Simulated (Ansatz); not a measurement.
# AgF: the cost of one run

Computed with Ansatz 0.2.0 (reference: DFT, r2SCAN, plane waves, PAW, unless a step's input says otherwise).

2 further runs of the same task are left out: 2 that didn't finish.

### 1 The system as given

It takes space group Pm-3m (No. 221, cubic). Conventional cell: a = 2.976 Å, b = 2.976 Å, c = 2.976 Å, α = 90.00°, β = 90.00°, γ = 90.00°. Around Ag (site symmetry m-3m) lie 8 F at 2.58 Å. F (site symmetry m-3m) has 8 Ag at 2.58 Å as nearest neighbours.

Structure file:

```cif
data_structure
_symmetry_space_group_name_H-M 'Pm-3m'
_symmetry_Int_Tables_number 221
_cell_length_a 2.9756
_cell_length_b 2.9756
_cell_length_c 2.9756
_cell_angle_alpha 90.000
_cell_angle_beta 90.000
_cell_angle_gamma 90.000
_cell_volume 26.35
loop_
_atom_site_label
_atom_site_type_symbol
_atom_site_symmetry_multiplicity
_atom_site_Wyckoff_symbol
_atom_site_fract_x
_atom_site_fract_y
_atom_site_fract_z
_atom_site_occupancy
Ag1 Ag 1 a 0.00000 0.00000 0.00000 1
F1 F 1 b 0.50000 0.50000 0.50000 1
```

### 2 The reference run

Input file input.yaml:

```yaml
crystal:
  lattice:
    - [2.9756423061, 0.0, 0.0]
    - [0.0, 2.9756423061, 0.0]
    - [0.0, 0.0, 2.9756423061]
  atoms:
    - { symbol: Ag, position: [0.0, 0.0, 0.0] }
    - { symbol: F, position: [0.5, 0.5, 0.5] }
kpoints:
  mp_grid: { grid: [6, 6, 6] }
hamiltonian:
  xc: r2scan
scf:
  occupations: { method: fermi_dirac, width: 0.02 }
  n_extra_bands: 4
output:
  forces: true
  stress: true
  eigenvalues: true
  write_density: true
  write_potential: true
  elf: true
  volumetric_format: npy
```

The run is started by

```
ansatz run input.yaml --threads 4 --pin off --max-ram 3686MiB --backend cpu --events-out ev --progress --plain --runs-dir out
```

Q: Estimate wall time and peak memory on 4 threads of an x86-64 CPU, shared host.

About 1.8 s, with a peak of 0.38 GiB.
